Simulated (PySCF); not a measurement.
# C2ClFN2S: the cost of one run

Computed with PySCF 2.14.0, with density-fitted response routines of our own, on a single molecule in the gas phase. Atoms are numbered from 0 throughout.

### 1 The molecule as given

7 atoms, charge 0, multiplicity 1; geometry from: GFN2-xTB.

Bonds of the start (Å): F0–C1 1.31, C1–N2 1.30, N2–S3 1.62, S3–C4 1.76, C4–Cl5 1.67, C4–N6 1.30, N6–C1 1.34.

### 2 Optimising the geometry at PBE0-D3(BJ)/def2-SVP

What the job is given:

```
{"job": {"xc": "PBE0", "basis": "def2-SVP", "d3": "d3bj", "grid": 1, "kind": "geom"}, "charge": 0, "multiplicity": 1}
F     -2.185349    -0.904942    -0.232459
C     -1.060727    -0.244714    -0.110250
N     -1.055590     1.054769    -0.079563
S      0.471606     1.583647     0.077702
C      1.062733    -0.070706     0.095294
Cl     2.676985    -0.489329     0.238640
N      0.093675    -0.923821    -0.016442
```

The run is started by

```sh
$ OMP_NUM_THREADS=1 python probes_run.py task.json out
```

The driver reads the jobs from task.json and runs them one after another.

**Question.** How long does this first job take on 1 thread of Arm Neoverse V1, shared host, and how much memory does it need?

About 34 s, with a peak of 0.44 GiB.
